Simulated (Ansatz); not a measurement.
**InH2− (singlet): wave-function methods side by side at distance In1–H3 = 1.886 Å, def2-TZVPD**

How much of the correlation energy of InH2− (singlet) does each wave-function method recover here?

Computed with Ansatz 0.2.0, Gaussian basis. Level: def2-TZVPD, core rule «outside noble gas», up to 9 orbitals frozen.

The runs, in order: UHF; CCSD(T) on RHF; CCSD(T) on UHF; BCCD(T) on RHF; CCSDT(Q) on RHF; CCSDT(Q) on UHF; CCSDTQ on RHF; CASSCF and MRCISD+Q, 2 electrons in 2 orbitals; CASSCF and NEVPT2, 2 electrons in 2 orbitals; CASSCF and MRCISD+Q, 6 electrons in 6 orbitals; CASSCF and NEVPT4(SD), 6 electrons in 6 orbitals; CASSCF and NEVPT2, 6 electrons in 6 orbitals.

## 1. The system

The geometry derives from a PBE0/def2-TZVPD stationary point (not a proven minimum). One bond is set to the value named and the two fragments are kept rigid. No spin-orbit coupling is included. Elements past krypton take def2 core potentials.

3 atoms, charge -1, spin multiplicity 1.

Atoms are counted from 1 here; the program's logs count them from 0.

Bond lengths: In1–H2 1.886 Å, In1–H3 1.886 Å. Angles: H2–In1–H3 92.7°.

## 2. UHF

The input, in.yaml:

```yaml
crystal:
  periodic: [false, false, false]
  atoms:
    - {symbol: In, position_ang: [0.000000, -0.022464, 0.000000]}
    - {symbol: H, position_ang: [0.000000, 1.279456, -1.364797]}
    - {symbol: H, position_ang: [0.000000, 1.279454, 1.364798]}
basis:
  gaussian: {orbitals: def2-TZVPD}
total_charge: -1
magnetization: {spin_polarized: true, initial_magnetization: 0}
hamiltonian: {xc: hf}
output: {orbitals: {seedname: orbitals}}
```

Started as:

```bash
> ansatz run in.yaml --threads 1 --pin off --events-out ev --progress --plain --max-ram 2816MiB --backend cpu
```

Further steps of the session: CCSD(T) on RHF; CCSD(T) on UHF; BCCD(T) on RHF; CCSDT(Q) on RHF; CCSDT(Q) on UHF; CCSDTQ on RHF; CASSCF and MRCISD+Q, 2 electrons in 2 orbitals; CASSCF and NEVPT2, 2 electrons in 2 orbitals; CASSCF and MRCISD+Q, 6 electrons in 6 orbitals; CASSCF and NEVPT4(SD), 6 electrons in 6 orbitals; CASSCF and NEVPT2, 6 electrons in 6 orbitals.

**Question.** What will the summary of the whole plan be? Wanted: RCCSDTQ from the RHF energy; RMP2 from RCCSDTQ; RCCSD from RCCSDTQ; RCCSD(T) from RCCSDTQ; RCCSDT(Q) from RCCSDTQ; MRCISD+Q pair from RCCSDTQ; NEVPT2 valence from RCCSDTQ; NEVPT4(SD) valence from RCCSDTQ; T1 diagnostic.

**Answer**, as computed:

| quantity | value |
| --- | --- |
| RCCSDTQ from the RHF energy | -2.9948 eV |
| RMP2 from RCCSDTQ | +71.7 kJ/mol |
| RCCSD from RCCSDTQ | +9.1 kJ/mol |
| RCCSD(T) from RCCSDTQ | +2.1 kJ/mol |
| RCCSDT(Q) from RCCSDTQ | +0.1 kJ/mol |
| MRCISD+Q pair from RCCSDTQ | -2.9 kJ/mol |
| NEVPT2 valence from RCCSDTQ | +59.6 kJ/mol |
| NEVPT4(SD) valence from RCCSDTQ | +11.3 kJ/mol |
| levels within 1 kcal/mol (43 meV) | RCCSD(T), BCCD(T), RCCSDT, RCCSDT(Q), MRCISD+Q pair, MRCISD+Q valence |
| T1 diagnostic | 0.016 |
| effectively unpaired electrons | 0.06 |

RCCSD(T) lands +2.1 kJ/mol from the yardstick (0.7 % of the correlation energy). One determinant dominates. Of the multireference levels listed MRCISD+Q valence comes nearest in total energy (-0.3 kJ/mol), which doesn't show that its space is the better one. These misses are within one basis, not against nature.
